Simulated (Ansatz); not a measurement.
# CH8BFSi2: small, medium and large basis sets

Aim: see how fast density functionals converge with the basis set for CH8BFSi2.

Computed with Ansatz 0.2.0, Gaussian basis. Level: one geometry, several basis sets.

Levels to be run: PBE0-D4/def2-SVP; ωB97M-V/def2-SVP; PBE0-D4/def2-QZVPP; ωB97M-V/def2-QZVPP; the functionals' def2-TZVPP values are taken from earlier runs.

## Step 1: The relaxed structure

All runs share one geometry, relaxed beforehand with PBE0-D4 in a triple-zeta def2 set.

SMILES `FB([SiH3])C[SiH3]`, 13 atoms, charge 0, spin multiplicity 1.

Atoms are counted from 1 here; the program's logs count them from 0.

Bond lengths: F1–B2 1.335 Å, B2–Si3 2.042 Å, B2–C4 1.545 Å, Si3–H6 1.490 Å, Si3–H7 1.489 Å, Si3–H8 1.490 Å, C4–Si5 1.890 Å, C4–H9 1.094 Å, C4–H10 1.095 Å, Si5–H11 1.485 Å, Si5–H12 1.485 Å, Si5–H13 1.487 Å. Angles: F1–B2–Si3 116.8°, F1–B2–C4 118.3°, Si3–B2–C4 124.8°, B2–Si3–H6 110.0°, B2–Si3–H7 111.5°, B2–Si3–H8 110.7°, H6–Si3–H7 108.2°, H6–Si3–H8 107.9°, H7–Si3–H8 108.4°, B2–C4–Si5 109.3°, B2–C4–H9 112.1°, B2–C4–H10 112.9°, Si5–C4–H9 105.0°, Si5–C4–H10 107.1°, H9–C4–H10 110.0°, C4–Si5–H11 110.4°, C4–Si5–H12 109.6°, C4–Si5–H13 110.1° and more.

## Step 2: PBE0-D4 in def2-SVP

The input, in.yaml:

```yaml
crystal:
  periodic: [false, false, false]
  atoms:
    - {symbol: F, position_ang: [-2.069621, 0.020502, 0.884492]}
    - {symbol: B, position_ang: [-0.783566, 0.290493, 0.651164]}
    - {symbol: Si, position_ang: [0.547010, -0.231855, 2.109778]}
    - {symbol: C, position_ang: [-0.400227, 0.913228, -0.709815]}
    - {symbol: Si, position_ang: [0.101656, -0.460841, -1.907149]}
    - {symbol: H, position_ang: [0.242924, 0.508684, 3.366718]}
    - {symbol: H, position_ang: [1.946233, 0.083882, 1.710234]}
    - {symbol: H, position_ang: [0.460541, -1.689339, 2.405542]}
    - {symbol: H, position_ang: [0.480247, 1.558792, -0.634418]}
    - {symbol: H, position_ang: [-1.226685, 1.460323, -1.175028]}
    - {symbol: H, position_ang: [-1.046152, -1.367996, -2.163057]}
    - {symbol: H, position_ang: [0.549303, 0.135217, -3.192069]}
    - {symbol: H, position_ang: [1.218739, -1.255789, -1.331692]}
basis:
  gaussian: {orbitals: def2-SVP}
hamiltonian: {xc: pbe0, dispersion: d4}
output: {orbitals: {seedname: orbitals}}
```

After this run come: ωB97M-V in def2-SVP; PBE0-D4 in def2-QZVPP; ωB97M-V in def2-QZVPP.

**Question.** What will the summary of the whole plan be? Wanted: PBE0-D4: double and triple zeta above quadruple; ωB97M-V: double and triple zeta above quadruple.

As calculated:

```
                                       quantity           value
PBE0-D4: double and triple zeta above quadruple  11.53, 0.78 eV
ωB97M-V: double and triple zeta above quadruple  11.72, 0.73 eV
```

What this shows: For PBE0-D4 the step from double to triple zeta gains 10.75 eV and the next only 0.78 eV. These are total energies; as a rule much of such shifts cancels in differences, which this series doesn't test.
